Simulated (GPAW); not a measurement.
The system is Mg3TiO4.

```xyz
8
Lattice="4.3137 0.0000 0.0000 0.0000 4.3137 0.0000 0.0000 0.0000 4.3137" Properties=species:S:1:pos:R:3 pbc="T T T"
Ti    0.0000    0.0000    0.0000
Mg    2.1568    2.1568    0.0000
Mg    2.1568    0.0000    2.1568
Mg    0.0000    2.1568    2.1568
O     0.0000    2.1568    0.0000
O     0.0000    0.0000    2.1568
O     2.1568    2.1568    2.1568
O     2.1568    0.0000    0.0000
```

The cell comes from a database or a generator and needn't be the stable form of this composition.

Base run:

```yaml
Program: GPAW 26.7.0
Functional: PBEsol
Potentials_or_basis: PAW data sets generated in the run's folder for this functional
Cutoff: 800 eV
Basis: pw
k_mesh: 6 × 6 × 6
Occupations: fermi-dirac, width 0.05 eV
Spin: no spin polarisation
Hubbard_terms: Ti d U = 8 eV
```

Its results: pressure -3.1 GPa.

The run is repeated on the same cell with these changes: hubbard terms from Ti d U = 8 eV to Ti d U = 6 eV. What comes out?

Pressure -4.1 GPa.

Caveats: U without spin polarisation on a metal has little footing.
